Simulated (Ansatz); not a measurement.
# SnTe5: the cost of one run

Method: DFT PBE, scalar-relativistic, plane waves, PAW, in Ansatz 0.2.0.

### 1 Starting point

It takes space group F-43m (No. 216, cubic). Conventional cell: a = 9.106 Å, b = 9.106 Å, c = 9.106 Å, α = 90.00°, β = 90.00°, γ = 90.00°. Sn (site symmetry -43m) is surrounded by 16 Te at 3.78 to 3.94 Å. Te (site symmetry -43m) has 12 Te at 3.77 Å and 4 Sn at 3.94 Å as nearest neighbours. Te (site symmetry 3m) is surrounded by 9 Te at 3.19 to 3.77 Å and 3 Sn at 3.78 Å.

Coordinates:

```xyz
6
Lattice="0.0000 4.5528 4.5528 4.5528 0.0000 4.5528 4.5528 4.5528 0.0000" Properties=species:S:1:pos:R:3 pbc="T T T"
Sn    0.0000    0.0000    0.0000
Te    6.8291    6.8291    6.8291
Te    5.6821    5.6821    3.4234
Te    5.6821    3.4234    5.6821
Te    3.4234    3.4234    3.4234
Te    3.4234    5.6821    5.6821
```

The cell is invented: species swapped into a database cell of ErCu5 (F-43m, No. 216), with Sn on the Er sites and Te on the Cu sites. Lengths come from tabulated atomic sizes and are only a guess.

### 2 The guess as it stands, on a coarse mesh

input.yaml reads:

```yaml
crystal:
  lattice:
    - [0.0, 4.55275701, 4.55275701]
    - [4.55275701, 0.0, 4.55275701]
    - [4.55275701, 4.55275701, 0.0]
  atoms:
    - { symbol: Sn, position: [0.0, 0.0, 0.0] }
    - { symbol: Te, position: [0.75, 0.75, 0.75] }
    - { symbol: Te, position: [0.37597366, 0.37597366, 0.87207901] }
    - { symbol: Te, position: [0.37597366, 0.87207901, 0.37597366] }
    - { symbol: Te, position: [0.37597366, 0.37597366, 0.37597366] }
    - { symbol: Te, position: [0.87207901, 0.37597366, 0.37597366] }
basis:
  ecutwfc: 420
kpoints:
  mp_grid: { grid: [4, 4, 4] }
hamiltonian:
  xc: pbe
scf:
  occupations: { method: gaussian, width: 0.1 }
  lower_state_search: "off"
output:
  forces: true
  stress: true
  eigenvalues: true
```

Launch:

```console
ansatz run input.yaml --threads 1 --pin off --max-ram 2560MiB --backend cpu --events-out ev --progress --plain --runs-dir out
```

**Question.** How long does this run take on 1 thread of Intel Xeon at 2.70GHz, shared host, and how much memory does it need?

About 9.1 s, with a peak of 0.43 GiB.
